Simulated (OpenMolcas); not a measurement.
# Li: CASSCF and CASPT2 terms and fine-structure levels

Which level of Li lies lowest, and where do the others fall? The reference wave functions come first, then spin-orbit coupling, then second-order correlation under several settings.

Program: OpenMolcas 26.06. Level of theory: state-averaged CASSCF and CASPT2, spin-orbit coupling by RASSI with atomic mean-field integrals. These are calculated values, not measurements, unless marked.

## Step 1: The atom as given

```
Species                           : Li (lithium, Z = 3, 3 electrons)
Basis                             : ANO-RCC-VDZP [3s2p1d], 14 functions
Scalar Hamiltonian                : DKH2, point nucleus
Inactive shells                   : 1s
Active space                      : 1 electron in 4 orbitals (2s 2p)
Some configurations of this space : 2p, 2s
Orbitals                          : optimised for each spin and parity, averaged over the low roots
```

Outer shells as boxes (Hund's rule):

2p
```
2p [↑ ][  ][  ]
```

2s
```
2s [↑ ]
```

The work runs as a chain of OpenMolcas steps in one folder; each step below is one input file. Labels, J, g values, rates, χT and fits are worked out afterwards by a script from the matrices that RASSI stores.

## Step 2: GATEWAY and SEWARD: basis and integrals

a.inp reads:

```
&GATEWAY
Coord
1

Li 0.0 0.0 0.0
Basis=ANO-RCC-VDZP
Group=XYZ
NoMove
AngMom=0.0 0.0 0.0
AMFI
&SEWARD
```

## Step 3: CASSCF: doublets of even parity, 1 root

a.inp reads:

```
&RASSCF
FileOrb=start.orb
Symmetry=1
Spin=2
nActEl=1 0 0
Inactive=1 0
Ras2=1 3
CIRoot=1 1 1
SDav=1
CIMx=300
Iter=120 100
PrWF=0.3
OrbListing=Nothing
MaxOrb=0
Atom
>>> COPY $Project.JobIph JOB001
```

start.orb holds the contracted functions of the basis, ordered by shell, or the orbitals of the step before.

## Step 4: Reference wave functions, doublets of odd parity, 3 roots

a.inp reads:

```
&RASSCF
FileOrb=start.orb
Symmetry=2
Spin=2
nActEl=1 0 0
Inactive=1 0
Ras2=1 3
CIRoot=3 3 1
SDav=3
CIMx=300
Iter=120 100
PrWF=0.3
OrbListing=Nothing
MaxOrb=0
Atom
>>> COPY $Project.JobIph JOB002
```

## Step 5: State interaction with spin-orbit coupling

a.inp reads:

```
&RASSI
NrOfJobIphs=2 1 3
1
1 2 3
IphNames
JOB001
JOB002
EJob
SpinOrbit
DIPRint=1.0
SOCoupling=1000.0
Subsets=2
MEES
Property=10
'ANGMOM' 1 'ANGMOM' 2 'ANGMOM' 3 'MLTPL  1' 1 'MLTPL  1' 2 'MLTPL  1' 3
'AMFI' 1 'AMFI' 2 'AMFI' 3 'MLTPL  2' 6
SOProperty=3
'ANGMOM' 1 'ANGMOM' 2 'ANGMOM' 3
```

## Step 6: CASPT2: IPEA 0.25, imaginary shift 0.1 (closed shells correlated: 1s)

a.inp reads:

```
>>> COPY JOB001 $Project.JobIph
&CASPT2
Multistate=1 1
Frozen=0 0
IPEA=0.25
Imaginary=0.1
MaxIter=60
WThr=0.0 0.3 0.05
PrWF=0.5
NoMix
>>> COPY JOB002 $Project.JobIph
&CASPT2
Multistate=3 1 2 3
Frozen=0 0
IPEA=0.25
Imaginary=0.1
MaxIter=60
WThr=0.0 0.3 0.05
PrWF=0.5
NoMix
```

## Step 7: CASPT2: IPEA 0, imaginary shift 0.1 (closed shells correlated: 1s), extended multistate

a.inp: that of step 6 with these lines changed.

```diff
@@ -4,3 +4,3 @@
 Frozen=0 0
-IPEA=0.25
+IPEA=0.0
 Imaginary=0.1
@@ -12,5 +12,5 @@
 &CASPT2
-Multistate=3 1 2 3
+XMultistate=3 1 2 3
 Frozen=0 0
-IPEA=0.25
+IPEA=0.0
 Imaginary=0.1
```

(Steps that only read results are left out.)

Before running it: what results should come out? Wanted: lowest level; first excited level; strongest of the lines computed, by gA, at SS-CASPT2 energies.

The runs gave:

| quantity | value |
| --- | --- |
| method | SS-CASPT2, IPEA 0.25, imaginary shift 0.1 (closed shells correlated: 1s) |
| lowest level | 2s ²S_1/2, 100 % of that term, g = 2.002 |
| ground level listed by NIST | 2S1/2 |
| first excited level | 2p ²P°_1/2 at 14840 cm⁻¹ |
| strongest of the lines computed, by gA, at SS-CASPT2 energies | 2p ²P°_3/2 → 2s ²S_1/2, 673.9 nm, A = 3.65e+07 s⁻¹ |

Cost and accuracy by method:

| method | time of its own steps | time with the reference | mean absolute difference from the measured levels (cm-1) |
| --- | --- | --- | --- |
| A. CASSCF | 8.5 s | 8.5 s | 5.8 |
| B. SS-CASPT2, IPEA 0.25, imaginary shift 0.1, +1s | 0.88 s | 9.3 s | 65 |
| C. XMS-CASPT2, IPEA 0, imaginary shift 0.1, +1s | 0.93 s | 9.4 s | 64 |

Times are of one thread on a shared host.

In words: Method A lies closest to the measured levels (5.8 cm⁻¹ on average) and B farthest (65). Only the configurations of the active space and the roots asked for are present. Only valence configurations of the active space appear, up to the ionisation limit; * or ° marks odd parity.
